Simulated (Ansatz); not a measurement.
# GeHF3: small, medium and large basis sets

An exercise on one series of results from a longer session: the logs are not shown, and one member is left open.

Program: Ansatz 0.2.0, Gaussian basis. Level of theory: one geometry, several basis sets. These are calculated values, not measurements.

Plan: PBE0-D4/def2-SVP; ωB97M-V/def2-SVP; PBE0-D4/def2-QZVPP; ωB97M-V/def2-QZVPP; the functionals' def2-TZVPP values are taken from earlier runs.

### The relaxed structure

The geometry comes from an earlier relaxation with PBE0-D4 in a triple-zeta def2 set; it is a stationary point.

5 atoms, charge 0, spin multiplicity 1.

Atoms are counted from 1 here; the program's logs count them from 0.

Bond lengths: F1–Ge2 1.707 Å, Ge2–F3 1.707 Å, Ge2–F4 1.707 Å, Ge2–H5 1.516 Å. Angles: F1–Ge2–F3 106.4°, F1–Ge2–F4 106.4°, F1–Ge2–H5 112.4°, F3–Ge2–F4 106.4°, F3–Ge2–H5 112.4°, F4–Ge2–H5 112.4°.

Coordinates:

| atom | x (Å) | y (Å) | z (Å) |
| --- | --- | --- | --- |
| F1 | -0.2498 | -0.7341 | 1.4830 |
| Ge2 | 0.0956 | -0.0087 | -0.0233 |
| F3 | -0.6731 | 1.5157 | -0.0113 |
| F4 | -0.7081 | -0.9440 | -1.2040 |
| H5 | 1.5852 | 0.0973 | -0.2857 |

Set-up of the first run:

in.yaml reads:

```yaml
crystal:
  periodic: [false, false, false]
  atoms:
    - {symbol: F, position_ang: [-0.249762, -0.734065, 1.483023]}
    - {symbol: Ge, position_ang: [0.095565, -0.008659, -0.023333]}
    - {symbol: F, position_ang: [-0.673062, 1.515692, -0.011289]}
    - {symbol: F, position_ang: [-0.708078, -0.943959, -1.203991]}
    - {symbol: H, position_ang: [1.585239, 0.097291, -0.285708]}
basis:
  gaussian: {orbitals: def2-SVP}
hamiltonian: {xc: pbe0, dispersion: d4}
output: {orbitals: {seedname: orbitals}}
```

Among the steps run: PBE0-D4 in def2-SVP; ωB97M-V in def2-SVP; PBE0-D4 in def2-QZVPP; ωB97M-V in def2-QZVPP.

One table of the session follows, with a row left open; its other results are not shown here.

It belongs to the step «Density functionals: the series». 

| functional | basis | HOMO (eV) | LUMO (eV) |
| --- | --- | --- | --- |
| PBE0-D4 | def2-SVP | -11.22 | -0.28 |
| PBE0-D4 | def2-TZVPP | -11.35 | -0.46 |
| PBE0-D4 | def2-QZVPP | -11.40 | -0.61 |
| ωB97M-V | def2-SVP | -13.52 | 1.88 |
| ωB97M-V | def2-TZVPP | ? | ? |
| ωB97M-V | def2-QZVPP | -13.75 | 1.34 |

**Question.** Estimate the row for ωB97M-V, def2-TZVPP.

As computed: HOMO (eV): -13.69; LUMO (eV): 1.62. In the column «HOMO (eV)» it lies between ωB97M-V, def2-QZVPP (-13.75) and ωB97M-V, def2-SVP (-13.52).
